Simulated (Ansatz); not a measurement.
**SiH2Br2 (dibromosilane): B3LYP/def2-SVP**

Aim: the electronic atomisation energy of SiH2Br2 (dibromosilane) at B3LYP/def2-SVP, from 4 runs. 

The calculation is run with Ansatz 0.2.0.

53 further runs of the same task are left out: 6 that didn't finish, 47 set aside as unsound or not needed.

### 1 The molecule

The species is SiH2Br2 (5 atoms), meant as a singlet with charge 0. As SMILES, `Br[SiH2]Br`. The shape is that of a PBE0-D4/def2-TZVP optimisation.

Bond lengths: Br1–Si2 2.207 Å, Si2–Br3 2.207 Å, Si2–H4 1.476 Å, Si2–H5 1.476 Å. Angles: Br1–Si2–Br3 110.8°, Br1–Si2–H4 108.4°, Br1–Si2–H5 108.4°, Br3–Si2–H4 108.4°, Br3–Si2–H5 108.4°, H4–Si2–H5 112.5°.

### 2 A single-point energy at B3LYP/def2-SVP

Contents of input.yaml:

```yaml
crystal:
  periodic: [false, false, false]
  atoms:
    - {symbol: Br, position_ang: [-1.672690, -1.239290, 0.362310]}
    - {symbol: Si, position_ang: [0.158230, -0.046290, 0.054680]}
    - {symbol: Br, position_ang: [-0.295570, 1.814160, -1.042010]}
    - {symbol: H, position_ang: [1.103430, -0.843230, -0.751710]}
    - {symbol: H, position_ang: [0.706590, 0.314640, 1.376730]}
basis:
  gaussian:
    orbitals: def2-SVP
hamiltonian:
  xc: {name: B3LYP}
output: {orbitals: {seedname: orbitals}}
accuracy: high
```

On the command line:

```sh
$ ansatz run input.yaml --threads 1 --pin off --max-ram 3480MiB --events-out events.jsonl --progress --plain --runs-dir runs
```

Log:

```text
Warning: RAYON_NUM_THREADS=1 ignored (pool sized by the plan → 1); use --threads N
Functional definition: B3LYP
  name "B3LYP"
  parameter a0 = 0.2
  parameter ax = 0.72
  parameter ac = 0.81
  exchange = (1 - a0 - ax)*slater_x + ax*b88_x + a0*exact_x
  correlation = (1 - ac)*vwn_rpa_c + ac*lyp_c
1684 factors; integrals over basis functions are off by at most 5.9e-9 eV
mean field evaluation 1: about -147987.3214 eV, gradient 1.1e1 eV
mean field evaluation 2: about -147987.5203 eV, gradient 5.6e0 eV
mean field evaluation 4: about -147987.6160 eV, gradient 1.3e-1 eV
mean field evaluation 8: about -147987.6965 eV, gradient 6.3e-2 eV
mean field evaluation 16: about -147987.6965 eV, gradient 3.4e-6 eV
mean field -147987.69651978 eV, -5438.4475374385 hartree, gradient 5.5e-8 eV, S^2 0.000000; 0 other end points of the search recorded, 0 dependent functions left out
reference -147987.69655515 eV, -5438.4475387383 hartree; 43, 43 occupied and 49, 49 virtual orbitals, 1684 factors
Total energy: -147987.69655515 eV, -5438.4475387383 hartree
```

Run time: 7.8 s. Hardware: 1 thread of Arm Neoverse V2, shared host; peak memory 0.34 GiB.

### 3 The Br atom at the same level

Contents of job.yaml:

```yaml
basis:
  gaussian: {orbitals: def2-SVP}
crystal:
  periodic: [false, false, false]
  atoms:
    - {symbol: Br, position_ang: [0.000000, 0.000000, 0.000000]}
magnetization: {spin_polarized: true, initial_magnetization: 1}
hamiltonian: {xc: {name: B3LYP}}
accuracy: high
```

Run the same way, it converges to -2573.82654 Eh (log not shown).

### 4 The H atom

Contents of molecule.yaml:

```yaml
crystal:
  periodic: [false, false, false]
  atoms:
    - {symbol: H, position_ang: [0.000000, 0.000000, 0.000000]}
basis:
  gaussian:
    orbitals: def2-SVP
hamiltonian:
  xc: {name: B3LYP}
accuracy: high
magnetization:
  spin_polarized: true
  initial_magnetization: 1
```

Run the same way, it converges to -0.50126 Eh (log not shown).

### 5 The Si atom

Contents of molecule.yaml:

```yaml
crystal:
  periodic: [false, false, false]
  atoms:
    - {symbol: Si, position_ang: [0.000000, 0.000000, 0.000000]}
basis:
  gaussian:
    orbitals: def2-SVP
magnetization:
  spin_polarized: true
  initial_magnetization: 2
hamiltonian:
  xc: {name: B3LYP}
accuracy: high
```

Run the same way, it converges to -289.29368 Eh (log not shown).

### 6 Outcome

Level: B3LYP/def2-SVP.

| quantity | value |
| --- | --- |
| molecule: total energy | -5438.44754 Eh |
| molecule: HOMO energy | -8.20 eV |
| molecule: LUMO energy | -0.49 eV |
| molecule: HOMO–LUMO gap | 7.71 eV |
| Br atom: total energy | -2573.82654 Eh |
| Br atom: ⟨S²⟩ | 0.751 |
| H atom: total energy | -0.50126 Eh |
| H atom: ⟨S²⟩ | 0.750 |
| Si atom: total energy | -289.29368 Eh |
| Si atom: ⟨S²⟩ | 2.003 |
| electronic atomisation energy | 13.558 eV |

Taking the molecule apart into free atoms costs 13.56 eV (1308 kJ/mol), before zero-point energy and without spin-orbit coupling.
